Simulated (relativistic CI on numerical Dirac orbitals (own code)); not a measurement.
# P III (P²⁺): levels and lines

What are the lowest levels and the strongest lines of P²⁺? One CI run answers it. Configurations built on the next ion are tied to the tabulated ionisation energy.

Program: relativistic CI on numerical Dirac orbitals (own code) version 3. Level of theory: Dirac-Coulomb-Breit CI, KLI orbitals optimised for each configuration, model QED (radiative potential, 1s self-energy scaled to tabulated hydrogen-like ionisation energies), valence Slater integrals scaled by 0.85, P86 correlation estimate, and configurations built on the next ion tied to the tabulated ionisation energy (semi-empirical). These are calculated values, not measurements, unless marked.

## Step 1: The atom as given

```
ion                       : P²⁺ (P III)
nuclear charge            : 15
electrons                 : 13
isotope                   : A = 31
first configuration typed : [Ne] 3s2 3p
```

The outer shells:

first configuration typed
```
[Ne] core
3s [↑↓]
3p [↑ ][  ][  ]
```

## Step 2: The main run

Input settings:

```ini
atom P  Z=15  charge=2  electrons=13
nucleus A=31  rms_radius_fm=3.1889
hamiltonian dirac-coulomb  breit=on  qed=on  c_scale=1
orbitals kli  potential=per-configuration
slater_scale 0.85
correlation anchor
mixing on
configurations
  [Ne] 3s2 3p
  [Ne] 3s2 3d
  [Ne] 3s2 4s
  [Ne] 3s2 4p
  [Ne] 3s2 4d
  [Ne] 3s2 5s
  [Ne] 3s2 4f
  [Ne] 3s 3p2
  [Ne] 3p3
  [Ne] 3s 3p 3d
  [Ne] 3p 3d2
  [Ne] 3s2 5p
  [Ne] 3s 3p 4s
  [Ne] 3p2 3d
  [Ne] 3s2 5d
  [Ne] 3s2 5f
  [Ne] 3s2 5g
  [Ne] 3p2 4s
  [Ne] 3s 3d2
  [Ne] 3s 3p 4p
  [Ne] 3s 3d 4s
  [Ne] 3p2 4p
  [Ne] 3s 4s2
  [Ne] 3s 3d 4p
end
```

The run is started by

```sh
$ python run_levels.py task.json out
```

task.json lists these runs, among others, and the program works through them in turn.

Q: Predict the outcome of this session. Wanted: lowest level; first excitation; lowest level of the other parity; fastest E1 line; mean error of paired levels.

**Answer**, as computed:

```
                                                                       quantity                     value
                                                                   lowest level                 3p 2P°1/2
                                                               first excitation     3p 2P°3/2, 541.4 cm⁻¹
                                               lowest level of the other parity  3s 3p2 4P1/2, 56290 cm⁻¹
                                                            levels in the model                       231
fastest E1 line (by rate) to the lowest level among the lowest 76 of 231 levels   88.58 nm, from 3d 2D3/2
                                                    mean error of paired levels         1622 cm⁻¹ over 13
```

What this shows: The lowest level is 3p 2P°1/2, 96 % pure in LS and 96 % in jj coupling; over the low levels the means are 90 and 73 %, so LS coupling describes them better. The tie to the ionisation limit holds for one-electron excitations alone. Lifetimes count radiative decay inside the model alone.
